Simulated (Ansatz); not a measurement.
# ScIn4: the cost of one run

Computed with Ansatz 0.2.0 (DFT PBE, scalar-relativistic, plane waves, PAW, unless a step's input says otherwise).

## 1. The starting structure

Symmetry: Im-3m, No. 229, cubic system. The conventional cell has a = 6.267 Å, b = 6.267 Å, c = 6.267 Å, α = 90.00°, β = 90.00°, γ = 90.00°. Around Sc (site symmetry m-3m) lie 8 In at 2.71 Å. Around In (site symmetry -3m) lie 2 Sc at 2.71 Å.

Coordinates:

```cif
data_structure
_symmetry_space_group_name_H-M 'Im-3m'
_symmetry_Int_Tables_number 229
_cell_length_a 6.2672
_cell_length_b 6.2672
_cell_length_c 6.2672
_cell_angle_alpha 90.000
_cell_angle_beta 90.000
_cell_angle_gamma 90.000
_cell_volume 246.16
loop_
_atom_site_label
_atom_site_type_symbol
_atom_site_symmetry_multiplicity
_atom_site_Wyckoff_symbol
_atom_site_fract_x
_atom_site_fract_y
_atom_site_fract_z
_atom_site_occupancy
Sc1 Sc 2 a 0.00000 0.00000 0.00000 1
In1 In 8 c 0.25000 0.25000 0.75000 1
```

Recipe of the guess: species swapped into a database cell of CrGa4 (Im-3m, No. 229), with Sc on the Cr sites and In on the Ga sites. The dimensions are guesses.

## 2. A first look at the guess

Contents of input.yaml:

```yaml
crystal:
  lattice:
    - [-3.13357899, 3.13357899, 3.13357899]
    - [3.13357899, -3.13357899, 3.13357899]
    - [3.13357899, 3.13357899, -3.13357899]
  atoms:
    - { symbol: Sc, position: [0.0, 0.0, 0.0] }
    - { symbol: In, position: [0.0, 0.0, 0.5] }
    - { symbol: In, position: [0.0, 0.5, 0.0] }
    - { symbol: In, position: [0.5, 0.0, 0.0] }
    - { symbol: In, position: [0.5, 0.5, 0.5] }
basis:
  ecutwfc: 420
kpoints:
  mp_grid: { grid: [4, 4, 4] }
hamiltonian:
  xc: pbe
scf:
  occupations: { method: gaussian, width: 0.1 }
  lower_state_search: "off"
output:
  forces: true
  stress: true
  eigenvalues: true
```

Run with:

```console
$ ansatz run input.yaml --threads 1 --pin off --max-ram 2560MiB --backend cpu --events-out ev --progress --plain --runs-dir out
```

What time and memory should one allow on 1 thread of Intel Xeon Platinum 8488C (Sapphire Rapids), shared host?

About 2.1 s, with a peak of 0.43 GiB.
